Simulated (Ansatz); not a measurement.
# C2H9AlS (SMILES [CH3][AlH-]([CH3])[SH2+]) at 6 levels

We compute a comparison of 6 runs (HF/STO-3G, B3LYP/6-31G*, PBE0/def2-SVP, PBE0/aug-cc-pVDZ, MP2/STO-3G, MP2/def2-SVP) of C2H9AlS. 

The results are computed with Ansatz 0.2.0.

3 further runs of the same task are left out: 3 set aside as unsound or not needed.

### 1 The structure to begin with

C2H9AlS has 13 atoms, charge 0, and is taken as a singlet. As SMILES, `[CH3][AlH-]([CH3])[SH2+]`. Geometry: relaxed at PBE0-D4/def2-TZVP. This is one conformer, not always the lowest.

Bond lengths: C1–Al2 1.971 Å, Al2–C3 1.969 Å, Al2–S4 2.571 Å, C1–H5 1.095 Å, C1–H6 1.095 Å, C1–H7 1.096 Å, Al2–H8 1.604 Å, C3–H9 1.096 Å, C3–H10 1.095 Å, C3–H11 1.094 Å, S4–H12 1.345 Å, S4–H13 1.344 Å. Some angles: C1–Al2–C3 119.2°, C1–Al2–S4 100.1°, C3–Al2–S4 98.0°, C1–Al2–H8 117.8°, C3–Al2–H8 118.7°, S4–Al2–H8 92.8°, Al2–C1–H5 112.9°, Al2–C1–H6 112.6°, Al2–C1–H7 110.2°, Al2–C3–H9 110.1°.

### 2 Energy and forces at HF/STO-3G (run 1)

File job.yaml:

```yaml
crystal:
  periodic: [false, false, false]
  atoms:
    - {symbol: C, position_ang: [-0.547000, 1.608800, -0.463400]}
    - {symbol: Al, position_ang: [-0.190100, -0.322700, -0.629000]}
    - {symbol: C, position_ang: [1.657400, -0.977400, -0.444000]}
    - {symbol: S, position_ang: [-1.089200, -1.142300, 1.636400]}
    - {symbol: H, position_ang: [-1.608000, 1.834800, -0.316400]}
    - {symbol: H, position_ang: [0.011400, 2.071200, 0.357600]}
    - {symbol: H, position_ang: [-0.242600, 2.130000, -1.378500]}
    - {symbol: H, position_ang: [-1.241600, -1.209200, -1.454600]}
    - {symbol: H, position_ang: [2.224800, -0.766100, -1.357700]}
    - {symbol: H, position_ang: [2.198000, -0.493000, 0.375900]}
    - {symbol: H, position_ang: [1.708700, -2.059000, -0.286600]}
    - {symbol: H, position_ang: [-0.578600, -0.178900, 2.423100]}
    - {symbol: H, position_ang: [-2.282700, -0.531000, 1.551900]}
basis:
  gaussian:
    orbitals: STO-3G
accuracy: high
hamiltonian:
  xc: hf
output:
  forces: true
  orbitals: {seedname: orbitals}
```

Started as:

```
$ ansatz run job.yaml --threads 1 --pin off --max-ram 2610MiB --events-out events.jsonl --progress --plain --runs-dir runs
```

Output:

```text
Warning: RAYON_NUM_THREADS=1 ignored (pool sized by the plan → 1); use --threads N
Functional definition: HF
  name "HF"
  exchange = exact_x
  correlation = 0
773 factors; integrals over basis functions are off by at most 1.9e-8 eV
mean field evaluation 1: about -19380.4177 eV, gradient 1.6e1 eV
mean field evaluation 2: about -19380.5123 eV, gradient 1.6e1 eV
mean field evaluation 4: about -19381.6682 eV, gradient 8.2e-1 eV
mean field evaluation 8: about -19381.6695 eV, gradient 2.3e-6 eV
mean field -19381.66952998 eV, -712.2632178593 hartree, gradient 5.6e-9 eV, S^2 0.000000; 0 other end points of the search recorded, 0 dependent functions left out
the calculation of the forces begins
reference -19381.66952998 eV, -712.2632178593 hartree; 25, 25 occupied and 12, 12 virtual orbitals, 773 factors
Total energy: -19381.66952998 eV, -712.2632178593 hartree
Atom 0 at    -0.547000     1.608800    -0.463400 Å, force     0.299924    -0.941657    -0.128775 eV/Å
Atom 1 at    -0.190100    -0.322700    -0.629000 Å, force    -1.017645    -1.109085    -0.534789 eV/Å
Atom 2 at     1.657400    -0.977400    -0.444000 Å, force    -0.838547     0.510759    -0.260408 eV/Å
Atom 3 at    -1.089200    -1.142300     1.636400 Å, force     0.057892     1.141009    -0.473344 eV/Å
Atom 4 at    -1.608000     1.834800    -0.316400 Å, force     0.500519    -0.070529     0.003140 eV/Å
Atom 5 at     0.011400     2.071200     0.357600 Å, force    -0.343857    -0.154092    -0.361584 eV/Å
Atom 6 at    -0.242600     2.130000    -1.378500 Å, force    -0.158433    -0.248922     0.474197 eV/Å
Atom 7 at    -1.241600    -1.209200    -1.454600 Å, force     1.769020     1.528614     1.282662 eV/Å
Atom 8 at     2.224800    -0.766100    -1.357700 Å, force    -0.228510    -0.133007     0.467616 eV/Å
Atom 9 at     2.198000    -0.493000     0.375900 Å, force    -0.223255    -0.305875    -0.350302 eV/Å
Atom 10 at     1.708700    -2.059000    -0.286600 Å, force    -0.005489     0.505142    -0.007725 eV/Å
Atom 11 at    -0.578600    -0.178900     2.423100 Å, force    -0.175708    -0.421989    -0.205370 eV/Å
Atom 12 at    -2.282700    -0.531000     1.551900 Å, force     0.364088    -0.300367     0.094682 eV/Å
Dipole moment:    -0.336248     0.014445     0.627516 e Å
```

Run time: 1.4 s. Hardware: 1 thread of Arm Neoverse V1, shared host.

### 3 Energy and forces at B3LYP/6-31G(d) (spherical functions) (run 2)

File job.yaml:

```yaml
crystal:
  periodic: [false, false, false]
  atoms:
    - symbol: C
      position_ang: [-0.547000, 1.608800, -0.463400]
    - symbol: Al
      position_ang: [-0.190100, -0.322700, -0.629000]
    - symbol: C
      position_ang: [1.657400, -0.977400, -0.444000]
    - symbol: S
      position_ang: [-1.089200, -1.142300, 1.636400]
    - symbol: H
      position_ang: [-1.608000, 1.834800, -0.316400]
    - symbol: H
      position_ang: [0.011400, 2.071200, 0.357600]
    - symbol: H
      position_ang: [-0.242600, 2.130000, -1.378500]
    - symbol: H
      position_ang: [-1.241600, -1.209200, -1.454600]
    - symbol: H
      position_ang: [2.224800, -0.766100, -1.357700]
    - symbol: H
      position_ang: [2.198000, -0.493000, 0.375900]
    - symbol: H
      position_ang: [1.708700, -2.059000, -0.286600]
    - symbol: H
      position_ang: [-0.578600, -0.178900, 2.423100]
    - symbol: H
      position_ang: [-2.282700, -0.531000, 1.551900]
basis:
  gaussian: {orbitals: 6-31G_st_-spherical.json}
total_charge: 0
hamiltonian: {xc: {name: B3LYP}}
accuracy: high
output: {forces: true, orbitals: {seedname: orbitals}}
```

The basis set 6-31G* is read from a file made from the Basis Set Exchange's data (not shown).

Started as:

```
$ ansatz run job.yaml --threads 1 --pin off --max-ram 2610MiB --events-out events.jsonl --progress --plain --runs-dir runs
```

Output:

```text
Warning: RAYON_NUM_THREADS=1 ignored (pool sized by the plan → 1); use --threads N
Functional definition: B3LYP
  name "B3LYP"
  parameter a0 = 0.2
  parameter ax = 0.72
  parameter ac = 0.81
  exchange = (1 - a0 - ax)*slater_x + ax*b88_x + a0*exact_x
  correlation = (1 - ac)*vwn_rpa_c + ac*lyp_c
1982 factors; integrals over basis functions are off by at most 8.5e-9 eV
mean field evaluation 1: about -19643.2670 eV, gradient 6.4e1 eV
mean field evaluation 2: about -19637.8325 eV, gradient 7.4e1 eV
mean field evaluation 4: about -19653.2981 eV, gradient 1.7e0 eV
mean field evaluation 8: about -19653.5130 eV, gradient 1.9e-1 eV
mean field evaluation 16: about -19653.5131 eV, gradient 5.7e-5 eV
mean field -19653.51314461 eV, -722.2532864346 hartree, gradient 3.2e-8 eV, S^2 0.000000; 0 other end points of the search recorded, 0 dependent functions left out
the calculation of the forces begins
reference -19653.51319144 eV, -722.2532881557 hartree; 25, 25 occupied and 57, 57 virtual orbitals, 1982 factors
Total energy: -19653.51319144 eV, -722.2532881557 hartree
Atom 0 at    -0.547000     1.608800    -0.463400 Å, force    -0.016359    -0.007261     0.006831 eV/Å
Atom 1 at    -0.190100    -0.322700    -0.629000 Å, force    -0.014487    -0.102711    -0.205022 eV/Å
Atom 2 at     1.657400    -0.977400    -0.444000 Å, force     0.008805     0.003152    -0.025432 eV/Å
Atom 3 at    -1.089200    -1.142300     1.636400 Å, force    -0.033480    -0.136750     0.078131 eV/Å
Atom 4 at    -1.608000     1.834800    -0.316400 Å, force    -0.114514     0.066872     0.013756 eV/Å
Atom 5 at     0.011400     2.071200     0.357600 Å, force     0.046287     0.091953     0.076606 eV/Å
Atom 6 at    -0.242600     2.130000    -1.378500 Å, force     0.021123     0.071905    -0.078469 eV/Å
Atom 7 at    -1.241600    -1.209200    -1.454600 Å, force    -0.025407    -0.009601    -0.029072 eV/Å
Atom 8 at     2.224800    -0.766100    -1.357700 Å, force     0.090538     0.005586    -0.078099 eV/Å
Atom 9 at     2.198000    -0.493000     0.375900 Å, force     0.094230     0.032465     0.077256 eV/Å
Atom 10 at     1.708700    -2.059000    -0.286600 Å, force     0.031598    -0.112630     0.015804 eV/Å
Atom 11 at    -0.578600    -0.178900     2.423100 Å, force     0.084487     0.076120     0.135453 eV/Å
Atom 12 at    -2.282700    -0.531000     1.551900 Å, force    -0.172821     0.020901     0.012256 eV/Å
Dipole moment:    -0.220768     0.136149     0.664558 e Å
```

Wall time 15 s (1 thread of Arm Neoverse V1, shared host); peak memory 0.3 GiB.

Runs 3 to 5 aren't shown in full; the table further down has their settings and results.

### 4 Energy and gradient at MP2/def2-SVP (run 6)

Edit job.yaml of step 3 so:

```diff
@@ -30,5 +30,7 @@
 basis:
-  gaussian: {orbitals: 6-31G_st_-spherical.json}
-total_charge: 0
-hamiltonian: {xc: {name: B3LYP}}
+  gaussian:
+    orbitals: def2-SVP
+correlation:
+  method: mp2
+  frozen_orbitals: {Al: 5, C: 1, H: 0, S: 5}
 accuracy: high
```

Started as:

```
$ ansatz run job.yaml --threads 1 --pin off --max-ram 2610MiB --events-out events.jsonl --progress --plain --runs-dir runs
```

Output:

```text
Warning: RAYON_NUM_THREADS=1 ignored (pool sized by the plan → 1); use --threads N
[... 4 set-up lines as earlier in the session ...]
2578 factors; integrals over basis functions are off by at most 1.9e-8 eV
mean field evaluation 1: about -19593.3980 eV, gradient 3.4e1 eV
mean field evaluation 2: about -19593.4025 eV, gradient 3.4e1 eV
mean field evaluation 4: about -19596.8590 eV, gradient 2.8e0 eV
mean field evaluation 8: about -19596.8966 eV, gradient 5.0e-5 eV
mean field -19596.89663212 eV, -720.1726679769 hartree, gradient 2.7e-8 eV, S^2 0.000000; 0 other end points of the search recorded, 0 dependent functions left out
12 core orbitals not correlated: weight in the atoms' cores, before any rotation towards them, 1.000 or more for the frozen orbitals, at most 0.000 for the correlated occupied ones
reference -19596.89663212 eV, -720.1726679769 hartree; 13, 13 occupied and 84, 84 virtual orbitals, 2578 factors
second order -13.98418566 eV of doubles, -0.00000000 eV of singles
the calculation of the forces begins
Total energy: -19610.88081778 eV, -720.6865773211 hartree
Atom 0 at    -0.547000     1.608800    -0.463400 Å, force     0.023927    -0.166794    -0.006741 eV/Å
Atom 1 at    -0.190100    -0.322700    -0.629000 Å, force    -0.128791    -0.180509    -0.191175 eV/Å
Atom 2 at     1.657400    -0.977400    -0.444000 Å, force    -0.149816     0.067804    -0.036229 eV/Å
Atom 3 at    -1.089200    -1.142300     1.636400 Å, force    -0.080609     0.091464     0.179941 eV/Å
Atom 4 at    -1.608000     1.834800    -0.316400 Å, force    -0.239129     0.071053     0.033168 eV/Å
Atom 5 at     0.011400     2.071200     0.357600 Å, force     0.120765     0.117911     0.176116 eV/Å
Atom 6 at    -0.242600     2.130000    -1.378500 Å, force     0.060673     0.122465    -0.184462 eV/Å
Atom 7 at    -1.241600    -1.209200    -1.454600 Å, force     0.082214     0.084110     0.011595 eV/Å
Atom 8 at     2.224800    -0.766100    -1.357700 Å, force     0.140952     0.038734    -0.185253 eV/Å
Atom 9 at     2.198000    -0.493000     0.375900 Å, force     0.129400     0.103281     0.178749 eV/Å
Atom 10 at     1.708700    -2.059000    -0.286600 Å, force     0.018265    -0.241659     0.037571 eV/Å
Atom 11 at    -0.578600    -0.178900     2.423100 Å, force    -0.004755    -0.059147    -0.021039 eV/Å
Atom 12 at    -2.282700    -0.531000     1.551900 Å, force     0.026905    -0.048712     0.007760 eV/Å
Dipole moment:    -0.248134     0.099941     0.708996 e Å
```

Run time: 19 s. Hardware: 1 thread of Arm Neoverse V1, shared host; peak memory 0.51 GiB.

### 5 The series

```
run                               level  frozen core orbitals  energy (Eh)  dipole moment (D)  HOMO energy (eV)  LUMO energy (eV)  wall time
  1                           HF/STO-3G                     –  -712.263218               3.42             -8.19             10.69      1.4 s
  2  B3LYP/6-31G* (spherical functions)                     –  -722.253288               3.43             -6.76             -0.51       15 s
  3                       PBE0/def2-SVP                     –  -721.637511               3.58             -7.19             -0.05       19 s
  4                    PBE0/aug-cc-pVDZ                     –  -721.904691               3.27             -7.26             -0.75       54 s
  5                          MP2/STO-3G                    12  -712.429489               3.44             -8.19             10.69      1.8 s
  6                        MP2/def2-SVP                    12  -720.686577               3.64            -10.33              3.31       19 s
```

### 6 What came out

```
                                           quantity          value
                                run 6: total energy  -720.68658 Eh
          run 6: dipole moment (correlated density)         3.64 D
         run 6: HOMO energy (Hartree–Fock orbitals)      -10.33 eV
         run 6: LUMO energy (Hartree–Fock orbitals)        3.31 eV
       run 6: HOMO–LUMO gap (Hartree–Fock orbitals)       13.64 eV
run 6: correlation energy (12 core orbitals frozen)     -513.9 mEh
                    run 6: largest force on an atom     0.293 eV/Å
```

What this shows: The dipole moment (its size) runs from 3.27 D (PBE0/aug-cc-pVDZ) to 3.64 D (MP2/def2-SVP). The two ends differ in method and basis. Over runs 1, 2, 3, 4 the HOMO–LUMO gap runs from 6.25 eV (B3LYP/6-31G*) to 18.88 eV (HF/STO-3G). Totals of different functionals can't be ranked against each other. In runs 1, 5 the basis is minimal, so the values are rough. All runs together took 1.8 min, the longest 54 s.
